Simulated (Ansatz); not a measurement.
# Au: the cost of one run

Method: DFT PBEsol, scalar-relativistic, in Ansatz 0.2.0.

## 1. The starting structure

Symmetry: P6_3/mmc, No. 194, hexagonal system. The conventional cell has a = 2.900 Å, b = 2.900 Å, c = 4.880 Å, α = 90.00°, β = 90.00°, γ = 120.00°. Around Au (site symmetry -6m2) lie 12 Au at 2.90 to 2.96 Å.

Coordinates:

```cif
data_structure
_symmetry_space_group_name_H-M 'P 1'
_symmetry_Int_Tables_number 1
_cell_length_a 2.9000
_cell_length_b 2.9000
_cell_length_c 4.8800
_cell_angle_alpha 90.000
_cell_angle_beta 90.000
_cell_angle_gamma 120.000
_cell_volume 35.54
loop_
_atom_site_label
_atom_site_type_symbol
_atom_site_fract_x
_atom_site_fract_y
_atom_site_fract_z
_atom_site_occupancy
Au1 Au 0.33333 0.66667 0.75000 1
Au2 Au 0.66667 0.33333 0.25000 1
```

Atoms are numbered in the order of the input: Au1, Au2.

## 2. After the deformation

Space group P6_3/mmc before, P6_3/mmc after.

## 3. All-electron LAPW

File input.yaml:

```yaml
crystal:
  lattice:
    - [2.8999984104, 0.0, 0.0]
    - [-1.4499992052, 2.5114722944, 0.0]
    - [0.0, 0.0, 4.7824]
  atoms:
    - { symbol: Au, position: [0.3333333333, 0.6666666667, 0.75] }
    - { symbol: Au, position: [0.6666666667, 0.3333333333, 0.25] }
kpoints:
  mp_grid: { grid: [14, 14, 8] }
  band_path:
    path:
      - [0.0, 0.0, 0.0]
      - [0.5, 0.0, 0.0]
      - [0.3333333333, 0.3333333333, 0.0]
      - [0.0, 0.0, 0.0]
      - [0.0, 0.0, 0.5]
      - [0.5, 0.0, 0.5]
      - [0.3333333333, 0.3333333333, 0.5]
      - [0.0, 0.0, 0.5]
      - [0.5, 0.0, 0.5]
    npoints: 5
scf:
  occupations: { method: fermi_dirac, width: 0.03 }
hamiltonian:
  xc: pbesol
  pseudopotentials: { kind: all_electron, lapw: { basis_error: 0.0005 } }
output:
  forces: true
  stress: true
  eigenvalues: true
```

On the command line:

```
> ansatz run input.yaml --threads 1 --pin off --max-ram 3072MiB --backend cpu --events-out ev --progress --plain --runs-dir out
```

Q: Estimate wall time and peak memory on 1 thread of Intel Xeon Platinum 8488C (Sapphire Rapids), shared host.

About 48 s, with a peak of 0.7 GiB.
